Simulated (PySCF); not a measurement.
# ErH8O4 (Er(H2O)43+): the cost of one run

Method: TPSS, Er lcecp-1-SVP with ECP57, O def2-SVP, H def2-SVP; scalar-relativistic core potentials, no spin–orbit coupling; program: PySCF 2.14.0.

2 further runs of the same task are left out: 1 for a known fault of the program, 1 set aside as unsound or not needed.

**1. The system as given**

13 atoms, charge 3, spin multiplicity 1.

Bond lengths: Er1–O2 2.422 Å, Er1–O5 2.422 Å, Er1–O8 2.422 Å, Er1–O11 2.422 Å, O2–H3 0.970 Å, O2–H4 0.970 Å, O5–H6 0.970 Å, O5–H7 0.970 Å, O8–H9 0.970 Å, O8–H10 0.970 Å, O11–H12 0.970 Å, O11–H13 0.970 Å. Angles: O2–Er1–O5 109.5°, O2–Er1–O8 109.5°, O2–Er1–O11 109.5°, O5–Er1–O8 109.5°, O5–Er1–O11 109.5°, O8–Er1–O11 109.5°, Er1–O2–H3 127.5°, Er1–O2–H4 127.5°, H3–O2–H4 105.1°, Er1–O5–H6 127.5°, Er1–O5–H7 127.5°, H6–O5–H7 105.1°, Er1–O8–H9 127.5°, Er1–O8–H10 127.5°, H9–O8–H10 105.1°, Er1–O11–H12 127.5°, Er1–O11–H13 127.5°, H12–O11–H13 105.1°.

As a file:

```
Er    0.0000    0.0000    0.0000
O     1.3986    1.3986    1.3986
H     1.7393    1.1948    2.2837
H     1.7393    2.2837    1.1948
O    -1.3986   -1.3986    1.3986
H    -1.7393   -1.1948    2.2837
H    -1.7393   -2.2837    1.1948
O     1.3986   -1.3986   -1.3986
H     1.7393   -2.2837   -1.1948
H     1.7393   -1.1948   -2.2837
O    -1.3986    1.3986   -1.3986
H    -1.7393    2.2837   -1.1948
H    -1.7393    1.1948   -2.2837
```

Formal oxidation states: Er +3. Each metal's 11 4f electrons lie in its core potential, so multiplicities, spins and levels count the valence alone.

**2. SCF at the start, singlet**

The input, run.py (the lines that set the calculation):

```python
mol = gto.M(atom='''
Er     0.00000     0.00000     0.00000
O      1.39860     1.39860     1.39860
H      1.73930     1.19480     2.28370
H      1.73930     2.28370     1.19480
O     -1.39860    -1.39860     1.39860
H     -1.73930    -1.19480     2.28370
H     -1.73930    -2.28370     1.19480
O      1.39860    -1.39860    -1.39860
H      1.73930    -2.28370    -1.19480
H      1.73930    -1.19480    -2.28370
O     -1.39860     1.39860    -1.39860
H     -1.73930     2.28370    -1.19480
H     -1.73930     1.19480    -2.28370''',
    basis={'Er': 'lcecp-1-SVP', 'O': 'def2-SVP', 'H': 'def2-SVP'},
    ecp={'Er': 'lcecp-1-SVP'},
    charge=3, spin=0)
mf = dft.RKS(mol, xc='TPSS')
mf.grids.atom_grid = (50, 194)  # f atoms: unpruned, at least (60, 302)
mf = mf.density_fit()  # fitting sets: Er AutoAux, O def2-universal-JKFIT, H def2-universal-JKFIT
mf.conv_tol = 1e-08; mf.max_cycle = 55
mf.kernel(dm0)  # dm0: free metal ions and neutral atoms
```

Command:

```sh
> OMP_NUM_THREADS=2 python run.py
```

What time and memory should one allow on 2 threads of Arm Neoverse N1, shared host?

About 15 s, with a peak of 0.86 GiB.
